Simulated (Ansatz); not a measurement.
# SrCaF4: the cell at several levels of theory

Aim: relax SrCaF4 built on the fluorite host prototype with PBE, r2SCAN and PBEsol and see how far the functionals disagree on the cell. This is a trial cell built on a prototype, not taken from a measured structure, and it needn't be the compound's ground state.

The runs shown are made with Ansatz 0.2.0. PAW datasets, plane waves, zero pressure. (Calculated; spin-unpolarised; the phase may be known or hypothetical.)

### 1 The structure to begin with

It is tetragonal, P4/mmm (No. 123); a = 4.001 Å, c = 5.659 Å in the conventional setting, 15.10 Å³ an atom. Ca has 8 F at 2.45 Å; F has 2 Sr at 2.45 Å and 2 Ca at 2.45 Å; Sr has 8 F at 2.45 Å.

Coordinates:

```cif
data_structure
_symmetry_space_group_name_H-M 'P4/mmm'
_symmetry_Int_Tables_number 123
_cell_length_a 4.0015
_cell_length_b 4.0015
_cell_length_c 5.6590
_cell_angle_alpha 90.000
_cell_angle_beta 90.000
_cell_angle_gamma 90.000
_cell_volume 90.61
loop_
_atom_site_label
_atom_site_type_symbol
_atom_site_symmetry_multiplicity
_atom_site_Wyckoff_symbol
_atom_site_fract_x
_atom_site_fract_y
_atom_site_fract_z
_atom_site_occupancy
Ca1 Ca 1 a 0.00000 0.00000 0.00000 1
F1 F 4 i 0.00000 0.50000 0.75000 1
Sr1 Sr 1 d 0.50000 0.50000 0.50000 1
```

### 2 PBE: cell and atoms

input.yaml reads:

```yaml
crystal:
  lattice:
    - [4.00149453, 0.0, 0.0]
    - [0.0, 4.00149453, 0.0]
    - [0.0, 0.0, 5.65896783]
  atoms:
    - { symbol: Ca, position: [0.0, 0.0, 0.0] }
    - { symbol: F, position: [0.0, 0.5, 0.75] }
    - { symbol: F, position: [0.0, 0.5, 0.25] }
    - { symbol: Sr, position: [0.5, 0.5, 0.5] }
    - { symbol: F, position: [0.5, 0.0, 0.25] }
    - { symbol: F, position: [0.5, 0.0, 0.75] }
kpoints:
  mp_grid: { grid: [6, 6, 4] }
hamiltonian:
  xc: pbe
scf:
  occupations: { method: fermi_dirac, width: 0.02 }
relax:
  f_tol: 0.005
  cell: {}
```

Run with:

```
$ ansatz run input.yaml --threads 2 --pin off --max-ram 18432MiB --backend cpu --events-out ev --progress --plain --runs-dir out
```

Further steps of the session: Relaxing with r2SCAN; Relaxation with PBEsol.

Before running it: what results should come out? Wanted: for each run, a; c; volume; space group; SCF geometries.

**Answer**, as computed:

```
 level  a (Å)  c (Å)  volume (Å³/atom)  space group  SCF geometries
   PBE  4.014  5.710            15.333       P4/mmm               8
r2SCAN  3.963  5.647            14.782       P4/mmm               5
PBEsol  3.947  5.618            14.585       P4/mmm               8
```

The first relaxation changed the volume by +1.5 % from the start. PBEsol gives the smallest cell and PBE the largest; they differ by 5.1 % in volume, a mean of 1.7 % in length.
